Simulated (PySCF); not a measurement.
# C₂H₆BNO₂: electronic excitations and core binding energies

Aim: predict the electronic excitations and core binding energies of C₂H₆BNO₂ (`CB(O)NC=O`).

Computed with PySCF 2.14.0, with density-fitted response routines of our own, on a single molecule in the gas phase. Atoms count from 0, in the outputs and in this text.

## Step 1: The molecule as given

12 atoms, charge 0, multiplicity 1; geometry from: GFN2-xTB.

Bonds of the start (Å): C0–B1 1.59, B1–O2 1.32, B1–N3 1.47, N3–C4 1.35, C4–O5 1.21, C0–H6 1.09, C0–H7 1.08, C0–H8 1.09, O2–H9 0.97, N3–H10 1.01, C4–H11 1.11.

## Step 2: Excited states and response: CAM-B3LYP/def2-SVPD

Job settings and geometry (Å):

```
{"job": {"kind": "uv", "xc": "CAM-B3LYP", "basis": "def2-SVPD", "nstates": 8, "ntriplets": 3}, "charge": 0, "multiplicity": 1}
C     -1.758500    -0.580507    -0.386791
B     -0.441939     0.275667    -0.166856
O     -0.399807     1.580336    -0.386004
N      0.767229    -0.429174     0.290370
C      1.957400     0.170805     0.510177
O      2.179468     1.351551     0.360809
H     -1.996615    -1.183733     0.486071
H     -2.613784     0.051941    -0.600309
H     -1.640431    -1.266865    -1.222666
H      0.470046     1.975979    -0.216477
H      0.729443    -1.423270     0.454562
H      2.748688    -0.523415     0.851086
```

With the program's defaults for keys left out, this is: TDDFT CAM-B3LYP/def2-SVPD, vertical, gas phase, core orbitals frozen in the response.

Command:

```bash
$ OMP_NUM_THREADS=1 python probes_run.py task.json out
```

One launch serves the whole session: the jobs run in the order shown.

**Question.** This job is followed by: delta-SCF UKS SCAN, pcX-2 on the ionised atom, pcseg-1 elsewhere, spin-free X2C. Predict these results of the whole session: lowest singlet (CAM-B3LYP/def2-SVPD); brightest single state of those computed; lowest triplet; C1s binding energies, SCAN/pcX-2; O1s binding energies, SCAN/pcX-2; B1s binding energies, SCAN/pcX-2; N1s binding energies, SCAN/pcX-2.

**Answer**, as computed:

| quantity | value |
| --- | --- |
| lowest singlet (CAM-B3LYP/def2-SVPD) | 5.41 eV (229 nm), f = 0.002 |
| brightest single state of those computed | state 2, 7.08 eV, f = 0.157 |
| lowest triplet | 4.94 eV |
| C1s binding energies, SCAN/pcX-2 | C4 294.40, C0 290.22 eV |
| O1s binding energies, SCAN/pcX-2 | O2 538.76, O5 537.89 eV |
| B1s binding energies, SCAN/pcX-2 | B1 197.03 eV |
| N1s binding energies, SCAN/pcX-2 | N3 406.06 eV |

What this shows: The lowest singlet, at 5.41 eV, is HOMO→LUMO 0.92 and is weak; of the 8 states computed, the strongest absorption comes from state 2 at 7.08 eV. The lowest triplet lies 0.47 eV below the lowest singlet (triplets in Tamm-Dancoff, singlets in full TDDFT). The C1s levels kept as sound span 4.18 eV, from C0 (methyl carbon bonded to B) up to C4 (amide carbonyl carbon). The O1s levels kept as sound span 0.86 eV, from O5 (amide-type carbonyl oxygen) up to O2 (oxygen bonded to B, H).
